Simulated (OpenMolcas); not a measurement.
# Nb⁴⁺ with 5 ligands (fluoride): CASSCF and CASPT2 levels and susceptibility

Aim: the ligand-field states of Nb⁴⁺ in this surrounding, its lowest levels with spin-orbit coupling and its magnetic susceptibility.

The numbers are computed with OpenMolcas 26.06 (state-averaged CASSCF and CASPT2, spin-orbit coupling by RASSI with atomic mean-field integrals), except any that are marked as measured or tabulated.

### Step 1. What is computed

- Species: Nb⁴⁺ (niobium, Z = 41, 37 electrons)
- Basis: ANO-RCC-VDZP [6s5p3d1f], 113 functions with the ligands
- Scalar Hamiltonian: DKH2, point nucleus
- Inactive shells: 1s 2s 2p 3s 3p 3d 4s 4p of the metal, and all ligand shells
- Active space: 1 electron in 5 orbitals (4d)
- Some configurations of this space: 4d
- Orbitals: optimised for each spin and parity, averaged over all roots

The outer shells:

4d
```
4d [↑ ][  ][  ][  ][  ]
```

Nb⁴⁺ is taken with 5 ligands (fluoride) in square pyramid coordination (C4v) at 2.05 Å, the axial distance 2.235 Å. A charge of +0.2 e stands 2.8 Å behind each ligand. Ligand basis ANO-RCC-VDZP. The distances are assumed, not relaxed.

```xyz
6

Nb    0.0000    0.0000    0.0000
F     2.0500    0.0000    0.0000
F     0.0000    2.0500    0.0000
F    -2.0500    0.0000    0.0000
F     0.0000   -2.0500    0.0000
F     0.0000    0.0000    2.2345
```

The work runs as a chain of OpenMolcas steps in one folder; each step below is one input file. Labels, J, g values, rates, χT and fits are worked out afterwards by a script from the matrices that RASSI stores.

### Step 2. Basis and integrals

Contents of a.inp:

```
&GATEWAY
Coord
6

Nb 0.0 0.0 0.0
F 2.050000 0.000000 0.000000
F 0.000000 2.050000 0.000000
F -2.050000 0.000000 0.000000
F 0.000000 -2.050000 0.000000
F 0.000000 0.000000 2.234500
Basis=Nb.ANO-RCC-VDZP,F.ANO-RCC-VDZP
Group=NoSym
NoMove
AngMom=0.0 0.0 0.0
AMFI
RICD
XField
5 Angstrom 0
4.850000 0.000000 0.000000 0.200000
0.000000 4.850000 0.000000 0.200000
-4.850000 0.000000 0.000000 0.200000
0.000000 -4.850000 0.000000 0.200000
0.000000 0.000000 5.034500 0.200000
&SEWARD
```

Command:

```console
$ OMP_NUM_THREADS=1 MOLCAS_MEM=2457 MOLCAS_PROJECT=a pymolcas a.inp > a.log
```

### Step 3. CASSCF: doublets, 5 roots

Contents of a.inp:

```
&RASSCF
FileOrb=start.orb
Symmetry=1
Spin=2
nActEl=1 0 0
Inactive=43
Ras2=5
CIRoot=5 5 1
SDav=5
CIMx=300
Iter=150 100
PrWF=0.3
OrbListing=Nothing
MaxOrb=0
LevShft=1.0
>>> COPY $Project.JobIph JOB001
```

start.orb holds start orbitals that the driver prepared beforehand, or those of the step before.

### Step 4. RASSI: spin-orbit coupling between the states

Contents of a.inp:

```
&RASSI
NrOfJobIphs=1 5
1 2 3 4 5
IphNames
JOB001
EJob
SpinOrbit
DIPRint=1.0
SOCoupling=1000.0
Subsets=2
Property=9
'ANGMOM' 1 'ANGMOM' 2 'ANGMOM' 3 'MLTPL  1' 1 'MLTPL  1' 2 'MLTPL  1' 3
'AMFI' 1 'AMFI' 2 'AMFI' 3
SOProperty=3
'ANGMOM' 1 'ANGMOM' 2 'ANGMOM' 3
```

### Step 5. CASPT2: IPEA 0.25, imaginary shift 0.1 (closed shells correlated: 4s 4p of the metal, with ligand shells; the Frozen line counts the rest)

Contents of a.inp:

```
>>> COPY JOB001 $Project.JobIph
&CASPT2
Multistate=5 1 2 3 4 5
NoMult
Frozen=19
IPEA=0.25
Imaginary=0.1
MaxIter=60
WThr=0.0 0.3 0.05
PrWF=0.5
NoMix
```

(Steps that only read results are left out.)

Before running it: what results should come out? Wanted: spin-free ground state; first state of the same spin within the active space; lowest level; next level.

**Answer**, as computed:

```
                                            quantity                                                                                                                                          value
                                              method  SS-CASPT2, IPEA 0.25, imaginary shift 0.1 (closed shells correlated: 4s 4p of the metal, with ligand shells; the Frozen line counts the rest)
                              spin-free ground state                                                                                                            doublet, 2-fold in its orbital part
first state of the same spin within the active space                                                                                                                           doublet at 5770 cm⁻¹
                                        lowest level                                                                                                                   2-fold, g = 0.17, 0.36, 0.36
                                          next level                                                                                                                                     661.6 cm⁻¹
                                         χT at 300 K                                                                                                                                 0.15 cm³ K/mol
                           effective moment at 300 K                                                                                                                                        1.09 μB
```

Cost by method:

```
                                              method  time of its own steps  time with the reference
                                           A. CASSCF                   13 s                     13 s
B. SS-CASPT2, IPEA 0.25, imaginary shift 0.1, +4s 4p                   17 s                     30 s
```

Times are of one thread on a shared host.

**Reading.** The spin-free ground state (doublet) is 2-fold and keeps the highest spin of the shell. χT at 300 K is 0.15, against 0.38 cm³ K/mol for the spin alone, so orbital moment lowers it. The bonds are covalent and no ligand orbital is active, so the numbers are rough.
